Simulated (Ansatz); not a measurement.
Born–Oppenheimer molecular dynamics of a periodic cell of 24 atoms, LiNiBO3 (host LiNiBO3, host structure P-1). It starts from an unrelaxed structure (largest force component 0.40 eV/Å).

Computed with DFT PBEsol, scalar-relativistic, plane waves, PAW in Ansatz. Settings: accuracy low, cutoff 420 eV, k mesh 2x2x2, fermi-dirac smearing 0.05 eV, spin collinear.

- ensemble: NVT, Langevin thermostat
- time step: 4 fs
- steps asked: 160
- set temperature: 900 K
- friction: 0.01 /fs
- seed: 561026

Frames 4 fs apart, positions in Å, forces in eV/Å.

Velocities at 400 fs (Å/ps):

```
Li -19.94 -3.57 -3.42
Li 11.99 -10.68 2.83
Li 6.47 6.18 -1.06
Li -15.88 2.40 -5.62
Ni 2.45 -5.40 -2.27
Ni 13.48 -1.21 -2.96
Ni -2.30 3.43 -1.34
Ni -1.16 -3.12 -1.21
B -8.05 4.57 13.00
B -1.75 -7.75 13.79
B 3.69 -1.94 -4.67
B 2.15 -0.56 -7.21
O 5.33 -11.18 -1.10
O 1.80 2.68 -5.65
O -5.83 -4.41 -4.40
O 2.09 4.39 -0.38
O -7.96 0.82 14.52
O 2.91 -9.72 1.17
O 3.07 3.38 6.25
O -3.33 -0.04 -8.31
O -3.90 -3.41 3.54
O 5.98 4.79 3.31
O -2.29 -2.07 0.97
O 3.06 -3.38 1.86
```

```xyz
24
Lattice="5.2031 0.0000 0.0000 2.5633 5.4297 0.0000 0.6075 2.7312 8.4856" Properties=species:S:1:pos:R:3:forces:R:3 time_fs=400 energy_less_start_eV=3.042 T=746
Li 3.455 2.762 5.488 1.27 -0.84 0.28
Li 0.858 1.244 1.533 -0.09 0.52 -0.77
Li 7.170 6.698 7.537 0.09 -0.25 -0.36
Li 4.580 4.932 3.365 -0.52 0.42 0.04
Ni 4.134 4.137 8.401 -0.38 -1.33 0.16
Ni 4.154 4.192 0.650 0.11 1.13 -0.87
Ni 1.044 2.398 4.203 -0.59 -0.37 -1.44
Ni 7.241 5.117 4.597 -0.39 1.49 1.57
B 1.143 3.152 6.792 -0.45 1.97 1.68
B 3.685 2.141 2.552 -0.78 0.57 0.47
B 4.491 5.945 6.261 3.62 0.34 2.13
B 6.925 4.518 2.014 0.86 1.36 1.53
O 4.298 2.342 3.769 0.04 -0.30 0.63
O 1.991 3.292 7.900 -0.14 -0.81 0.39
O 6.364 4.644 0.804 -1.76 -0.30 -0.04
O 3.569 5.984 5.338 -1.45 0.19 -3.01
O 1.790 3.427 5.565 -0.77 -0.49 0.25
O 4.446 2.485 1.445 0.53 -1.45 -1.03
O 3.966 5.872 7.634 1.12 0.25 -1.41
O 6.251 4.315 3.274 0.06 -0.71 -1.99
O 4.934 3.047 6.899 1.68 0.62 -0.43
O 2.364 1.767 2.372 0.72 0.07 0.83
O 5.917 6.173 5.941 -2.49 -0.83 1.18
O 3.052 5.022 2.189 -0.32 -1.28 0.20
24
Lattice="5.2031 0.0000 0.0000 2.5633 5.4297 0.0000 0.6075 2.7312 8.4856" Properties=species:S:1:pos:R:3:forces:R:3 time_fs=404 energy_less_start_eV=2.774 T=939
Li 3.375 2.739 5.478 1.60 -0.85 0.30
Li 0.912 1.211 1.535 -0.26 0.68 -0.78
Li 7.197 6.728 7.536 0.08 -0.48 -0.41
Li 4.505 4.939 3.344 0.11 0.29 0.22
Ni 4.147 4.111 8.389 -0.38 -0.78 0.40
Ni 4.209 4.187 0.636 0.07 0.58 -0.53
Ni 1.029 2.414 4.197 -0.34 -0.20 -1.04
Ni 7.234 5.108 4.595 -0.59 1.18 1.39
B 1.109 3.179 6.855 -0.01 1.51 0.37
B 3.671 2.115 2.615 0.45 0.88 -2.15
B 4.531 5.942 6.258 1.74 0.44 1.55
B 6.932 4.524 1.985 0.65 1.10 1.80
O 4.316 2.300 3.760 0.45 -0.01 2.34
O 2.004 3.293 7.881 0.20 -0.68 1.78
O 6.336 4.625 0.787 -1.40 -0.09 0.01
O 3.565 5.995 5.325 -0.45 0.04 -1.88
O 1.759 3.428 5.630 -0.91 -0.25 -1.06
O 4.457 2.441 1.451 0.08 -1.34 -0.57
O 3.986 5.886 7.656 1.23 0.00 -1.86
O 6.234 4.310 3.231 0.12 -0.41 -1.35
O 4.928 3.040 6.907 0.96 0.72 -0.12
O 2.389 1.785 2.389 -0.82 -0.40 0.89
O 5.905 6.160 5.951 -1.84 -0.71 0.98
O 3.065 5.002 2.192 -0.74 -1.24 -0.24
24
Lattice="5.2031 0.0000 0.0000 2.5633 5.4297 0.0000 0.6075 2.7312 8.4856" Properties=species:S:1:pos:R:3:forces:R:3 time_fs=408 energy_less_start_eV=2.680 T=1051
Li 3.308 2.697 5.478 1.69 -0.74 0.24
Li 0.969 1.207 1.518 -0.46 0.58 -0.70
Li 7.231 6.757 7.536 0.10 -0.67 -0.44
Li 4.423 4.953 3.315 0.77 0.22 0.57
Ni 4.160 4.082 8.375 -0.48 -0.29 0.70
Ni 4.266 4.180 0.617 -0.05 0.16 -0.17
Ni 1.011 2.436 4.188 -0.09 -0.14 -0.66
Ni 7.227 5.108 4.599 -0.85 0.82 1.10
B 1.077 3.220 6.926 1.05 1.02 -0.95
B 3.659 2.107 2.643 1.78 0.88 -2.64
B 4.583 5.948 6.281 -1.52 0.29 0.38
B 6.941 4.534 1.971 0.00 0.73 1.28
O 4.337 2.260 3.765 0.28 0.10 2.73
O 2.022 3.279 7.887 0.38 -0.45 2.58
O 6.294 4.602 0.770 -0.61 0.15 0.35
O 3.551 6.005 5.295 1.11 -0.02 -0.33
O 1.724 3.433 5.684 -0.78 0.01 -1.83
O 4.465 2.388 1.460 -0.05 -0.98 -0.71
O 4.021 5.903 7.662 1.10 -0.27 -1.85
O 6.211 4.300 3.175 0.19 -0.05 -0.41
O 4.936 3.046 6.911 -0.20 0.65 0.26
O 2.404 1.801 2.416 -2.23 -0.70 0.77
O 5.883 6.145 5.978 -0.11 -0.37 0.52
O 3.070 4.973 2.191 -1.02 -0.92 -0.77
24
Lattice="5.2031 0.0000 0.0000 2.5633 5.4297 0.0000 0.6075 2.7312 8.4856" Properties=species:S:1:pos:R:3:forces:R:3 time_fs=412 energy_less_start_eV=2.607 T=1007
Li 3.276 2.635 5.481 1.44 -0.50 0.18
Li 1.011 1.225 1.486 -0.59 0.37 -0.63
Li 7.263 6.771 7.531 0.10 -0.72 -0.44
Li 4.343 4.981 3.284 1.42 0.24 0.97
Ni 4.170 4.054 8.360 -0.70 0.04 1.01
Ni 4.320 4.171 0.597 -0.32 -0.04 0.01
Ni 0.994 2.462 4.176 0.32 -0.09 -0.39
Ni 7.221 5.118 4.609 -1.16 0.63 0.91
B 1.059 3.273 6.981 2.07 0.54 -1.52
B 3.665 2.125 2.620 2.20 0.28 -0.84
B 4.600 5.959 6.315 -3.28 0.04 -0.50
B 6.957 4.555 1.968 -1.49 0.03 0.34
O 4.368 2.216 3.794 -1.01 0.01 0.99
O 2.042 3.274 7.920 0.06 -0.17 2.36
O 6.245 4.586 0.753 0.51 0.46 0.79
O 3.551 6.018 5.257 1.56 -0.09 0.45
O 1.684 3.445 5.718 -0.21 0.13 -2.02
O 4.479 2.330 1.462 -0.10 -0.53 -0.93
O 4.065 5.924 7.651 0.42 -0.48 -1.14
O 6.193 4.284 3.126 0.15 0.29 0.40
O 4.944 3.066 6.919 -0.90 0.40 0.44
O 2.398 1.811 2.450 -1.80 -0.45 0.74
O 5.856 6.124 6.010 1.81 -0.02 -0.04
O 3.056 4.941 2.178 -0.53 -0.37 -1.14
24
Lattice="5.2031 0.0000 0.0000 2.5633 5.4297 0.0000 0.6075 2.7312 8.4856" Properties=species:S:1:pos:R:3:forces:R:3 time_fs=416 energy_less_start_eV=2.623 T=1054
Li 3.282 2.561 5.477 1.04 -0.25 0.16
Li 1.034 1.246 1.442 -0.52 0.22 -0.52
Li 7.287 6.773 7.513 0.04 -0.64 -0.36
Li 4.287 5.013 3.277 1.64 0.36 1.04
Ni 4.179 4.027 8.349 -1.00 0.26 1.41
Ni 4.370 4.160 0.581 -0.85 -0.13 0.04
Ni 0.979 2.490 4.157 0.97 -0.02 -0.28
Ni 7.214 5.133 4.625 -1.45 0.60 0.80
B 1.062 3.339 7.008 2.00 -0.24 -1.14
B 3.707 2.146 2.590 0.23 -0.89 0.81
B 4.564 5.971 6.346 -1.38 0.04 -2.55
B 6.963 4.590 1.962 -3.32 -1.01 -0.08
O 4.396 2.169 3.832 -1.88 0.08 -0.62
O 2.064 3.274 7.971 -0.61 0.20 1.38
O 6.202 4.581 0.749 1.51 0.81 0.66
O 3.567 6.030 5.220 1.36 -0.21 0.94
O 1.643 3.454 5.738 0.65 0.24 -2.11
O 4.496 2.270 1.451 -0.02 -0.10 -1.06
O 4.116 5.940 7.631 -0.89 -0.58 0.56
O 6.174 4.269 3.089 0.09 0.59 0.92
O 4.940 3.094 6.929 -0.34 0.18 0.40
O 2.379 1.813 2.489 0.25 0.19 0.69
O 5.848 6.101 6.036 1.39 0.01 -0.08
O 3.027 4.912 2.153 1.08 0.30 -1.02
24
Lattice="5.2031 0.0000 0.0000 2.5633 5.4297 0.0000 0.6075 2.7312 8.4856" Properties=species:S:1:pos:R:3:forces:R:3 time_fs=420 energy_less_start_eV=2.799 T=1147
Li 3.315 2.487 5.472 0.71 -0.01 0.14
Li 1.045 1.274 1.385 -0.32 0.08 -0.24
Li 7.307 6.764 7.487 -0.03 -0.47 -0.21
Li 4.270 5.050 3.296 1.35 0.45 0.71
Ni 4.187 3.995 8.348 -1.26 0.52 1.80
Ni 4.415 4.148 0.567 -1.74 -0.31 0.05
Ni 0.965 2.525 4.133 1.45 -0.07 -0.35
Ni 7.199 5.151 4.649 -1.55 0.70 0.58
B 1.091 3.406 7.006 0.84 -1.30 0.02
B 3.752 2.143 2.581 -1.16 -1.45 1.32
B 4.497 5.993 6.346 1.49 -0.10 -3.99
B 6.936 4.619 1.952 -3.23 -1.46 0.02
O 4.407 2.122 3.863 -1.92 0.15 -1.45
O 2.082 3.264 8.037 -1.22 0.77 -0.17
O 6.169 4.583 0.755 2.23 1.07 0.14
O 3.600 6.045 5.186 0.73 -0.34 1.21
O 1.605 3.460 5.737 1.53 0.43 -2.08
O 4.512 2.212 1.425 -0.18 0.16 -0.55
O 4.158 5.948 7.622 -2.00 -0.60 1.81
O 6.149 4.264 3.063 -0.06 0.73 1.36
O 4.933 3.118 6.941 1.02 0.12 0.13
O 2.372 1.816 2.538 1.26 0.44 0.35
O 5.852 6.085 6.061 0.23 -0.04 0.00
O 3.001 4.898 2.117 1.82 0.53 -0.59
24
Lattice="5.2031 0.0000 0.0000 2.5633 5.4297 0.0000 0.6075 2.7312 8.4856" Properties=species:S:1:pos:R:3:forces:R:3 time_fs=424 energy_less_start_eV=2.915 T=1026
Li 3.359 2.417 5.463 0.50 0.26 0.12
Li 1.054 1.317 1.324 -0.20 -0.08 0.18
Li 7.327 6.741 7.460 -0.04 -0.27 -0.01
Li 4.281 5.093 3.338 0.87 0.45 0.19
Ni 4.191 3.961 8.357 -1.42 0.88 2.01
Ni 4.454 4.136 0.556 -2.69 -0.56 -0.02
Ni 0.952 2.563 4.112 1.49 -0.26 -0.52
Ni 7.180 5.173 4.677 -1.45 0.78 0.22
B 1.130 3.461 6.994 -0.11 -2.10 0.84
B 3.768 2.119 2.590 -1.23 -1.46 0.84
B 4.443 6.027 6.291 3.06 -0.63 -0.89
B 6.879 4.628 1.950 -0.42 -1.03 0.13
O 4.402 2.078 3.882 -1.38 0.20 -1.64
O 2.089 3.261 8.107 -1.43 1.27 -1.83
O 6.154 4.592 0.766 2.29 1.13 -0.52
O 3.634 6.060 5.165 -0.28 -0.34 0.61
O 1.586 3.466 5.708 1.95 0.56 -1.32
O 4.522 2.154 1.395 -0.62 0.41 0.52
O 4.183 5.947 7.638 -2.11 -0.49 -0.07
O 6.130 4.269 3.054 -0.48 0.69 1.90
O 4.938 3.141 6.954 2.04 0.00 -0.31
O 2.379 1.819 2.596 1.20 0.36 -0.12
O 5.858 6.075 6.091 -0.24 -0.01 -0.24
O 2.990 4.895 2.069 0.71 0.23 -0.05
24
Lattice="5.2031 0.0000 0.0000 2.5633 5.4297 0.0000 0.6075 2.7312 8.4856" Properties=species:S:1:pos:R:3:forces:R:3 time_fs=428 energy_less_start_eV=3.238 T=858
Li 3.394 2.354 5.439 0.35 0.58 0.13
Li 1.069 1.361 1.268 -0.23 -0.16 0.64
Li 7.345 6.704 7.436 0.03 -0.06 0.13
Li 4.310 5.125 3.393 0.43 0.41 -0.25
Ni 4.191 3.931 8.372 -1.40 1.11 1.90
Ni 4.485 4.122 0.548 -3.13 -0.72 -0.05
Ni 0.942 2.596 4.092 1.16 -0.59 -0.51
Ni 7.163 5.198 4.700 -1.21 0.78 -0.06
B 1.160 3.486 6.998 -0.33 -2.31 0.42
B 3.759 2.082 2.610 -0.48 -1.16 0.02
B 4.442 6.056 6.222 3.72 -1.15 2.68
B 6.818 4.615 1.960 2.63 -0.28 0.15
O 4.384 2.034 3.889 -0.42 0.25 -1.34
O 2.082 3.272 8.160 -1.30 1.38 -2.97
O 6.159 4.611 0.777 1.45 0.92 -1.34
O 3.660 6.072 5.150 -1.16 -0.28 -0.52
O 1.589 3.479 5.668 1.90 0.54 0.10
O 4.523 2.101 1.374 -0.94 0.66 1.43
O 4.195 5.940 7.655 -2.06 -0.30 -1.68
O 6.114 4.277 3.066 -0.91 0.59 2.23
O 4.960 3.168 6.959 2.29 -0.19 -0.47
O 2.398 1.823 2.654 0.25 0.10 -0.61
O 5.868 6.069 6.120 -0.21 0.05 -0.61
O 2.983 4.890 2.017 -0.44 -0.17 0.59
24
Lattice="5.2031 0.0000 0.0000 2.5633 5.4297 0.0000 0.6075 2.7312 8.4856" Properties=species:S:1:pos:R:3:forces:R:3 time_fs=432 energy_less_start_eV=3.233 T=874
Li 3.428 2.308 5.409 0.21 0.87 0.18
Li 1.079 1.408 1.224 -0.31 -0.17 1.00
Li 7.366 6.661 7.420 0.17 0.09 0.18
Li 4.345 5.148 3.440 0.13 0.40 -0.48
Ni 4.186 3.907 8.392 -1.19 1.03 1.39
Ni 4.504 4.108 0.538 -2.98 -0.69 0.07
Ni 0.935 2.624 4.072 0.76 -1.08 -0.24
Ni 7.144 5.229 4.718 -0.83 0.72 -0.20
B 1.185 3.478 7.013 -0.10 -1.95 -0.41
B 3.744 2.025 2.635 0.50 -0.53 -1.05
B 4.503 6.070 6.193 1.34 -1.38 2.85
B 6.793 4.592 1.965 3.50 0.12 0.91
O 4.362 1.982 3.879 0.85 0.25 -0.47
O 2.065 3.297 8.181 -0.89 1.11 -3.37
O 6.176 4.637 0.783 0.34 0.55 -1.90
O 3.679 6.090 5.118 -0.38 -0.26 0.30
O 1.613 3.499 5.631 1.71 0.35 1.19
O 4.512 2.068 1.360 -0.96 0.76 1.91
O 4.190 5.936 7.652 -1.91 -0.16 -2.05
O 6.084 4.289 3.098 -0.48 0.80 1.29
O 5.003 3.191 6.958 1.72 -0.32 -0.23
O 2.418 1.823 2.698 -1.30 -0.22 -1.03
O 5.876 6.064 6.144 0.83 0.18 -0.90
O 2.973 4.881 1.972 -0.71 -0.46 1.08
```

Of the whole run (640 fs, mean temperature of the second half 893 K): A run of 0.64 ps of so small a system gives no equilibrium averages. No Hubbard correction was used and the magnetic state wasn't searched. Limits of this set-up: coarse k mesh, low accuracy level.

Time of the run: 26 min on 2 threads of Intel(R) Xeon(R) Platinum 8488C (Sapphire Rapids) (shared host), peak memory 0.88 GiB.
